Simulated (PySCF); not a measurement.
# C2H7BO3: the cost of one run

Programs: PySCF 2.14.0, with density-fitted response routines of our own. Each step states its level of theory. These are calculated values for one molecule in the gas phase, unless marked as measured. Atoms count from 0, in the outputs and in this text.

## Step 1: The starting structure

13 atoms, charge 0, multiplicity 1; geometry from: GFN2-xTB. The atoms were then displaced at random by about 0.01 Å, so the start is not that level's minimum.

Bonds of the start (Å): C0–O1 1.40, O1–C2 1.43, C2–B3 1.58, B3–O4 1.40, B3–O5 1.34, C0–H6 1.09, C0–H7 1.09, C0–H8 1.12, C2–H9 1.09, C2–H10 1.10, O4–H11 0.95, O5–H12 0.98.

## Step 2: Geometry optimisation at PBE0-D3(BJ)/def2-SVP

The job: settings as JSON, then the geometry in Å.

```
{"job": {"xc": "PBE0", "basis": "def2-SVP", "d3": "d3bj", "grid": 1, "shake": 0.01, "kind": "geom"}, "charge": 0, "multiplicity": 1}
C      1.944340     0.230940    -0.282600
O      1.138160    -0.426380     0.661030
C     -0.128700    -0.866040     0.154800
B     -1.172180     0.252150    -0.247170
O     -2.494770    -0.120010    -0.519460
O     -0.897540     1.556900    -0.353540
H      2.147040    -0.389500    -1.151050
H      2.872080     0.519790     0.206510
H      1.425590     1.171550    -0.616400
H      0.064370    -1.532790    -0.691500
H     -0.518200    -1.498110     0.972710
H     -2.707250    -1.037710    -0.417890
H     -1.667120     2.122330    -0.587000
```

Launch:

```console
$ OMP_NUM_THREADS=1 python probes_run.py task.json out
```

One launch serves the whole session: the jobs run in the order shown.

**Question.** How long does this first job take on 1 thread of Arm Neoverse N1, shared host, and how much memory does it need?

About 77 s, with a peak of 0.51 GiB.
